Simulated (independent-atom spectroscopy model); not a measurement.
**Characterising In3SbTe2 on paper**

What would one expect for In3SbTe2? Wanted: its core-loss edges and its fluorescence spectrum.

Method: independent atoms, textbook formulas over atomic cross sections; no chemical shifts or fine structure; level and line energies, yields and scattering factors come from tables; computed with independent-atom spectroscopy model, version 2.

## Step 1: Composition and density

```
formula          : In3SbTe2
density          : 6.576 g/cm³ (from a DFT-relaxed cell)
molar mass       : 721.41 g/mol
atoms per volume : 32.9 per nm³
```

```tsv
element	atoms (%)	mass (%)
In	50.0	47.7
Sb	16.7	16.9
Te	33.3	35.4
```

## Step 2: Core-loss edges

Model: core-loss signal of a thin specimen = atoms x partial cross section (first Born, Dirac-Hartree-Slater continuum), each subshell from its own tabulated edge; single scattering, no white lines; K, p, d and f edges from 35 to 3200 eV, the lower partner alone where a pair is split widely.

Input values:

```json
{
  "elements": ["In", "Sb", "Te"],
  "counts": [3, 1, 2],
  "density": 6.576,
  "beam_energy": 200,
  "collection_angle": 50,
  "window": 100
}
```

Units: density in g/cm³, beam_energy in keV, collection_angle in mrad, window in eV.

## Step 3: Fluorescence lines

Model: primary fluorescence of a thick sample under monochromatic X-rays (Sherman equation, cascade cross sections of xraylib); no secondary enhancement or detector response; lines over 1 keV and 0.3 percent, close pairs merged; depth is the 1/e depth of the way in and out.

Input values:

```json
{
  "elements": ["In", "Sb", "Te"],
  "counts": [3, 1, 2],
  "density": 6.576,
  "photon_energy": 15.0,
  "incidence_angle": 30,
  "take_off_angle": 60
}
```

Units: density in g/cm³, photon_energy in keV, incidence_angle in degrees, take_off_angle in degrees.

Q: Predict the outcome of this session. Wanted: strongest loss edge; strongest fluorescence line; depth of that line.

The runs gave:

| quantity | value |
| --- | --- |
| strongest loss edge | Te N45, 40.40 eV |
| strongest fluorescence line | In Lα1+2, 3.286 keV |
| depth of that line | 2.27 μm |

In the loss spectrum the strongest is Te N45 at 40.40 eV; Te gives 87 % of the summed signal with 33 % of the atoms. In N23 and Sb N23 lie only 22 eV apart and may overlap, as may others. Giant resonances, which reshape such edges, are outside the model. In the fluorescence the strongest is In Lα1+2 at 3.286 keV; In gives 46 % of the summed signal with 50 % of the atoms. In Lβ1 and Sb Lα1+2 lie only 120 eV apart and may overlap, as may others. Independent atoms give no chemical shifts, near-edge structure or detector effects.
